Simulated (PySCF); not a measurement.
# From one method to the next for GeH

Starting from one script, swap the method and compare what comes out for GeH.

The runs use PySCF 2.14.0; each script names its method and basis.

1 further run of the same task is left out (it didn't finish).

### 1 The starting structure

GeH: 2 atoms, charge 0, spin multiplicity 2.

Bond lengths: Ge1–H2 1.702 Å.

### 2 The run that the others are compared with

input.py reads:

```python
from pyscf import gto, scf, mcscf

mol = gto.M(
    atom='Ge 0 0 0; H 0 0 1.702',
    basis='cc-pvdz',
    charge=0,
    spin=1,
    verbose=4,
)
mf = scf.ROHF(mol)
mf = mf.density_fit(auxbasis='def2-universal-jkfit')
mf.kernel()
mc = mcscf.CASCI(mf, 6, 7)
mc.kernel()
mc.analyze()
mf.dip_moment()
print('orbital energies (hartree):', mf.mo_energy[..., max(0, mol.nelec[1]-3):mol.nelec[0]+3].round(4))
```

Command:

```sh
$ python input.py
```

### 3 Bhandhlyp (ROKS)

Variant 1 changes functional: none (Hartree–Fock) → bhandhlyp; SCF type: ROHF → ROKS; step after the SCF: casci → analyze.

input.py reads:

```python
from pyscf import gto, dft

mol = gto.M(
    atom='Ge 0 0 0; H 0 0 1.702',
    basis='cc-pvdz',
    charge=0,
    spin=1,
    verbose=4,
)
mf = dft.ROKS(mol, xc='bhandhlyp')
mf = mf.density_fit(auxbasis='def2-universal-jkfit')
mf.kernel()
mf.analyze()
print('orbital energies (hartree):', mf.mo_energy[..., max(0, mol.nelec[1]-3):mol.nelec[0]+3].round(4))
```

### 4 RHF

Variant 2 changes SCF type: ROHF → RHF.

input.py, as its differences from that of step 2:

```diff
@@ -9,3 +9,3 @@
 )
-mf = scf.ROHF(mol)
+mf = scf.RHF(mol)
 mf = mf.density_fit(auxbasis='def2-universal-jkfit')
```

### 5 B3lyp (ROKS)

Variant 3 changes functional: none (Hartree–Fock) → b3lyp; SCF type: ROHF → ROKS; step after the SCF: casci → analyze.

input.py reads:

```python
from pyscf import gto, dft

mol = gto.M(
    atom='Ge 0 0 0; H 0 0 1.702',
    basis='cc-pvdz',
    charge=0,
    spin=1,
    verbose=4,
)
mf = dft.ROKS(mol, xc='b3lyp')
mf = mf.density_fit(auxbasis='def2-universal-jkfit')
mf.kernel()
mf.analyze()
print('orbital energies (hartree):', mf.mo_energy[..., max(0, mol.nelec[1]-3):mol.nelec[0]+3].round(4))
```

Q: Predict the outcome of this session. Wanted: for each run, E(SCF); from base; SCF dipole; after the SCF.

**Answer**, as computed:

```
             run  E(SCF) (hartree)  from base (eV)  cycles  SCF dipole (D)                after the SCF
            base      -2075.856292               0       8            0.32  CASCI correlation -0.384 eV
bhandhlyp (ROKS)      -2077.477211  not comparable       7            0.39                          n/a
             RHF      -2075.856292          0.0000       8            0.32  CASCI correlation -0.384 eV
    b3lyp (ROKS)      -2077.545194  not comparable       7            0.41                          n/a
```

What this shows: No change of the SCF energy comes from RHF. Total energies of different functionals can't be compared with each other; differences within one functional can.
